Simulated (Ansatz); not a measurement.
# Cd3Se2S: the cost of one run

Computed with Ansatz 0.2.0 (DFT r2SCAN, scalar-relativistic, plane waves, PAW).

1 further run of the same task is left out (set aside as unsound or not needed). Runs told in other sessions of the task aren't counted.

**1. The starting structure**

The structure is trigonal, space group P3m1 (No. 156). Conventional cell: a = 4.316 Å, b = 4.316 Å, c = 10.586 Å, α = 90.00°, β = 90.00°, γ = 120.00°. Cd (site symmetry 3m) is surrounded by 4 Se at 2.66 to 2.68 Å. Cd (site symmetry 3m) is surrounded by 3 S at 2.61 Å and 1 Se at 2.68 Å. Cd (site symmetry 3m) is surrounded by 1 S at 2.57 Å and 3 Se at 2.66 Å. Around Se (site symmetry 3m) lie 4 Cd at 2.66 to 2.68 Å. S (site symmetry 3m) is surrounded by 4 Cd at 2.57 to 2.61 Å.

As a file:

```cif
data_structure
_symmetry_space_group_name_H-M 'P 1'
_symmetry_Int_Tables_number 1
_cell_length_a 4.3156
_cell_length_b 4.3156
_cell_length_c 10.5861
_cell_angle_alpha 90.000
_cell_angle_beta 90.000
_cell_angle_gamma 120.000
_cell_volume 170.74
loop_
_atom_site_label
_atom_site_type_symbol
_atom_site_fract_x
_atom_site_fract_y
_atom_site_fract_z
_atom_site_occupancy
Cd1 Cd 0.33333 0.66667 0.00029 1
Cd2 Cd 0.66667 0.33333 0.65784 1
Cd3 Cd 0.00000 0.00000 0.34242 1
Se1 Se 0.66667 0.33333 0.91133 1
Se2 Se 0.33333 0.66667 0.25318 1
S1 S 0.00000 0.00000 0.58495 1
```

It is the end of an earlier relaxation with the same method, from a generated guess; it needn't be the stable form of this composition. At a tolerance of 0.02 Å it has space group P3m1 (No. 156); it has 28.46 Å³/atom, an uncorrected energy of -0.63 eV/atom over the elements and, on its mesh, gap 0.56 eV.

**2. Level of theory: r2SCAN**

input.yaml

```yaml
crystal:
  lattice:
    - [4.3155832096, 0.0, 0.0]
    - [-2.1577916048, 3.7374046917, 0.0]
    - [0.0, 0.0, 10.5861007]
  atoms:
    - { symbol: Cd, position: [0.3333333333, 0.6666666667, 0.00029] }
    - { symbol: Cd, position: [0.6666666667, 0.3333333333, 0.657839] }
    - { symbol: Cd, position: [0.0, 0.0, 0.342418] }
    - { symbol: Se, position: [0.6666666667, 0.3333333333, 0.911326] }
    - { symbol: Se, position: [0.3333333333, 0.6666666667, 0.253182] }
    - { symbol: S, position: [0.0, 0.0, 0.584946] }
basis:
  ecutwfc: 500
kpoints:
  mp_grid: { grid: [12, 12, 4] }
  band_path:
    path:
      - [[0.0, 0.0, 0.0], [0.5, 0.0, 0.0], [0.33333333, 0.33333333, 0.0], [0.0, 0.0, 0.0], [0.0, 0.0, 0.5], [0.5, 0.0, 0.5], [0.33333333, 0.33333333, 0.5], [0.0, 0.0, 0.5]]
      - [[0.5, 0.0, 0.5], [0.5, 0.0, 0.0]]
      - [[0.33333333, 0.33333333, 0.5], [0.33333333, 0.33333333, 0.0]]
    npoints: 14
hamiltonian:
  xc: r2scan
scf:
  occupations: { method: gaussian, width: 0.02 }
  n_extra_bands: 15
output:
  forces: true
  stress: true
  eigenvalues: true
  populations: true
  dos: { projected: true, de: 0.02, nscf_kmesh: { grid: [18, 18, 6] } }
  bader: true
  write_density: true
  write_potential: true
  elf: true
  volumetric_format: npy
```

Run with:

```sh
ansatz run input.yaml --threads 4 --pin off --max-ram 8192MiB --backend cpu --events-out ev --progress --plain --runs-dir out
```

Q: Estimate wall time and peak memory on 4 threads of Intel Xeon Platinum 8259CL at 2.50GHz (Skylake/Cascade Lake), shared host.

About 1.9 min, with a peak of 2.2 GiB.
